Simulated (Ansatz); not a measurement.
# In3Cu: the cost of one run

Program: Ansatz 0.2.0. Level of theory: DFT PBE, scalar-relativistic, plane waves, PAW. These are calculated values, not measurements.

2 further runs of the same task are left out: 2 set aside as unsound or not needed.

### Step 1. The structure to begin with

The structure is cubic, space group Pm-3m (No. 221). Conventional cell: a = 4.498 Å, b = 4.498 Å, c = 4.498 Å, α = 90.00°, β = 90.00°, γ = 90.00°. Around In (site symmetry 4/mmm) lie 8 In at 3.18 Å and 4 Cu at 3.18 Å. Cu (site symmetry m-3m) is surrounded by 12 In at 3.18 Å.

As a file:

```xyz
12
Lattice="0.0000 -4.4976 0.0000 0.0000 0.0000 -4.4976 13.4928 0.0000 0.0000" Properties=species:S:1:pos:R:3 pbc="T T T"
In    0.0000   -2.2488   -2.2488
In    4.4976   -2.2488   -2.2488
In    8.9952   -2.2488   -2.2488
In    2.2488    0.0000   -2.2488
In    6.7464    0.0000   -2.2488
In   11.2440    0.0000   -2.2488
In    2.2488   -2.2488    0.0000
In    6.7464   -2.2488    0.0000
In   11.2440   -2.2488    0.0000
Cu    4.4976   -4.4976   -4.4976
Cu    8.9952   -4.4976   -4.4976
Cu    0.0000   -4.4976   -4.4976
```

It goes back to an entry of the Materials Project, which need not be the stable form.

It is built from the cell relaxed beforehand with the same method (22.75 Å³/atom).

### Step 2. The undisturbed cell

The input, input.yaml:

```yaml
crystal:
  lattice:
    - [0.0, -4.4976159298, 0.0]
    - [0.0, 0.0, -4.4976159298]
    - [13.4928477893, 0.0, 0.0]
  atoms:
    - { symbol: In, position: [0.5, 0.5, 0.0] }
    - { symbol: In, position: [0.5, 0.5, 0.3333333333] }
    - { symbol: In, position: [0.5, 0.5, 0.6666666667] }
    - { symbol: In, position: [0.0, 0.5, 0.1666666667] }
    - { symbol: In, position: [0.0, 0.5, 0.5] }
    - { symbol: In, position: [0.0, 0.5, 0.8333333333] }
    - { symbol: In, position: [0.5, 0.0, 0.1666666667] }
    - { symbol: In, position: [0.5, 0.0, 0.5] }
    - { symbol: In, position: [0.5, 0.0, 0.8333333333] }
    - { symbol: Cu, position: [1.0, 1.0, 0.3333333333] }
    - { symbol: Cu, position: [1.0, 1.0, 0.6666666667] }
    - { symbol: Cu, position: [1.0, 1.0, 0.0] }
basis:
  ecutwfc: 420
kpoints:
  mp_grid: { grid: [10, 10, 4] }
hamiltonian:
  xc: pbe
scf:
  occupations: { method: gaussian, width: 0.15 }
output:
  forces: true
  stress: true
  eigenvalues: true
```

Launch:

```
$ ansatz run input.yaml --threads 2 --pin off --max-ram 5120MiB --backend cpu --events-out ev --progress --plain --runs-dir out
```

Q: Estimate wall time and peak memory on 2 threads of Arm Neoverse V1, shared host.

About 49 s, with a peak of 1.5 GiB.
